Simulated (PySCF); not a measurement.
**Mg⁺ at other levels of theory**

Starting from one script, swap the method and compare what comes out for Mg⁺.

Method: each script names its method and basis; program: PySCF 2.14.0.

2 further runs of the same task are left out: 2 that didn't finish.

## Step 1: The atom

Mg⁺: 1 atom, charge 1, spin multiplicity 2.

## Step 2: The base run

Input file input.py:

```python
from pyscf import gto, scf, cc

mol = gto.M(
    atom='Mg 0 0 0',
    basis='6-311++g**',
    charge=1,
    spin=1,
    verbose=4,
)
mf = scf.ROHF(mol)
mf.kernel()
mycc = cc.CCSD(mf, frozen=1)
mycc.kernel()
mycc.ccsd_t()
mf.dip_moment()
print('orbital energies (hartree):', mf.mo_energy[..., max(0, mol.nelec[1]-3):mol.nelec[0]+3].round(4))
```

Started as:

```sh
$ OMP_NUM_THREADS=1 python input.py
```

## Step 3: Population analysis

Variant 1 changes step after the SCF: ccsd(t) → analyze.

Input file input.py:

```python
from pyscf import gto, scf

mol = gto.M(
    atom='Mg 0 0 0',
    basis='6-311++g**',
    charge=1,
    spin=1,
    verbose=4,
)
mf = scf.ROHF(mol)
mf.kernel()
mf.analyze()
print('orbital energies (hartree):', mf.mo_energy[..., max(0, mol.nelec[1]-3):mol.nelec[0]+3].round(4))
```

## Step 4: MP2 (UHF)

Variant 2 changes step after the SCF: ccsd(t) → mp2; SCF type: ROHF → UHF.

Input file input.py:

```python
from pyscf import gto, scf, mp

mol = gto.M(
    atom='Mg 0 0 0',
    basis='6-311++g**',
    charge=1,
    spin=1,
    verbose=4,
)
mf = scf.UHF(mol)
mf.kernel()
mp.MP2(mf, frozen=1).kernel()
mf.dip_moment()
print('orbital energies (hartree):', [e[max(0, n-3):n+3].round(4) for e, n in zip(mf.mo_energy, mol.nelec)])
```

## Step 5: Wb97 (ROKS)

Variant 3 changes functional: none (Hartree–Fock) → wb97; SCF type: ROHF → ROKS; step after the SCF: ccsd(t) → analyze.

Input file input.py:

```python
from pyscf import gto, dft

mol = gto.M(
    atom='Mg 0 0 0',
    basis='6-311++g**',
    charge=1,
    spin=1,
    verbose=4,
)
mf = dft.ROKS(mol, xc='wb97')
mf.kernel()
mf.analyze()
print('orbital energies (hartree):', mf.mo_energy[..., max(0, mol.nelec[1]-3):mol.nelec[0]+3].round(4))
```

## Step 6: Mn15 (ROKS)

Variant 4 changes functional: none (Hartree–Fock) → mn15; SCF type: ROHF → ROKS; step after the SCF: ccsd(t) → analyze.

Input file input.py:

```python
from pyscf import gto, dft

mol = gto.M(
    atom='Mg 0 0 0',
    basis='6-311++g**',
    charge=1,
    spin=1,
    verbose=4,
)
mf = dft.ROKS(mol, xc='mn15')
mf.kernel()
mf.analyze()
print('orbital energies (hartree):', mf.mo_energy[..., max(0, mol.nelec[1]-3):mol.nelec[0]+3].round(4))
```

What does the calculation give? Wanted: for each run, E(SCF); from base; gap, α spin; after the SCF.

As calculated:

| run | E(SCF) (hartree) | from base (eV) | cycles | gap, α spin (eV) | after the SCF |
| --- | --- | --- | --- | --- | --- |
| base | -199.363813 | 0 | 7 | n/a | CCSD(T) correlation -3.069 eV, core frozen |
| population analysis | -199.363813 | 0.0000 | 7 | n/a | n/a |
| MP2 (UHF) | -199.363893 | -0.0022 | 7 | 10.09 | MP2 correlation -3.037 eV, core frozen |
| wb97 (ROKS) | -199.772039 | not comparable | 10 | n/a | n/a |
| mn15 (ROKS) | -199.709036 | not comparable | 6 | n/a | n/a |

In words: A lower total energy from another functional means nothing by itself.
